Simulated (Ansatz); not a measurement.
# CF₃NSn: how energies converge with the basis set

An exercise on one series of results from a longer session: the logs are not shown, and one member is left open.

Program: Ansatz 0.2.0, Gaussian basis. Level of theory: one geometry, several basis sets. These are calculated values, not measurements.

Levels to be run: PBE0-D4/def2-SVP; ωB97M-V/def2-SVP; PBE0-D4/def2-QZVPP; ωB97M-V/def2-QZVPP; the functionals' def2-TZVPP values are taken from earlier runs.

1 further run of the same task is left out (for a known fault of the program).

## The relaxed structure

An earlier PBE0-D4 in a triple-zeta def2 set relaxation fixed the geometry. Sn takes the def2 core potential; no spin-orbit term is included.

SMILES `N#[C][Sn]([F])([F])[F]`, 6 atoms, charge 0, spin multiplicity 1.

Atoms are counted from 1 here; the program's logs count them from 0.

Bond lengths: N1–C2 1.151 Å, C2–Sn3 2.067 Å, Sn3–F4 1.879 Å, Sn3–F5 1.879 Å, Sn3–F6 1.879 Å. Angles: N1–C2–Sn3 179.8°, C2–Sn3–F4 111.3°, C2–Sn3–F5 111.3°, C2–Sn3–F6 111.3°, F4–Sn3–F5 107.6°, F4–Sn3–F6 107.6°, F5–Sn3–F6 107.6°.

Set-up of the first run:

File in.yaml:

```yaml
crystal:
  periodic: [false, false, false]
  atoms:
    - {symbol: N, position_ang: [1.756244, -1.638914, 1.200683]}
    - {symbol: C, position_ang: [1.003150, -0.938906, 0.684319]}
    - {symbol: Sn, position_ang: [-0.345665, 0.317542, -0.251151]}
    - {symbol: F, position_ang: [-1.763534, -0.650167, -1.014296]}
    - {symbol: F, position_ang: [0.477103, 1.298219, -1.626102]}
    - {symbol: F, position_ang: [-1.085198, 1.548326, 0.960249]}
basis:
  gaussian: {orbitals: def2-SVP}
hamiltonian: {xc: pbe0, dispersion: d4}
output: {orbitals: {seedname: orbitals}}
```

On the command line:

```
ansatz run in.yaml --threads 2 --pin off --events-out ev --progress --plain --max-ram 32768MiB --backend cpu
```

Among the steps run: PBE0-D4 in def2-SVP; ωB97M-V in def2-SVP; PBE0-D4 in def2-QZVPP; ωB97M-V in def2-QZVPP.

One table of the session follows, with a row left open; its other results are not shown here.

It belongs to the step «Functionals by basis». 

| functional | basis | HOMO (eV) | LUMO (eV) |
| --- | --- | --- | --- |
| PBE0-D4 | def2-SVP | -11.29 | -2.87 |
| PBE0-D4 | def2-TZVPP | -11.32 | -3.08 |
| PBE0-D4 | def2-QZVPP | -11.32 | -3.10 |
| ωB97M-V | def2-SVP | -13.61 | -0.63 |
| ωB97M-V | def2-TZVPP | ? | ? |
| ωB97M-V | def2-QZVPP | -13.68 | -0.99 |

Estimate the missing values for ωB97M-V, def2-TZVPP.

The run gave: HOMO (eV): -13.68; LUMO (eV): -0.90.
